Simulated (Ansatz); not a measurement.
The system is MgB.

```xyz
2
Lattice="2.8952 0.0000 0.0000 0.0000 2.8952 0.0000 0.0000 0.0000 2.8952" Properties=species:S:1:pos:R:3 pbc="T T T"
Mg    0.0000    0.0000    0.0000
B     1.4476    1.4476    1.4476
```

The cell was built by a generator and needn't be a form met in nature.

Base run:

```yaml
Program: Ansatz 0.2.0
Functional: BLYP
Potentials_or_basis: Ansatz PAW
Cutoff: "420 eV (not typed: the program's choice for these potentials)"
k_mesh: 9 × 9 × 9
Occupations: fermi-dirac, width 0.05 eV
Spin: no spin polarisation
```

Its results: band gap on the k mesh none (metal or under the smearing width); pressure 2.6 GPa.

The run is repeated on the same cell with these changes: functional from BLYP to PBE; cutoff from 420 eV (not typed: the program's choice for these potentials) to 350 eV. What comes out?

Band gap on the k mesh none (metal or under the smearing width); pressure 0.2 GPa.

PBE binds more tightly than BLYP, so the same cell stands under less pressure.

Caveats: the PAW data sets come from PBE, with cores solved anew for the run's functional, which leaves a small shift of forces and pressure (some runs); the cutoff lies under the one recommended for these potentials (some runs).
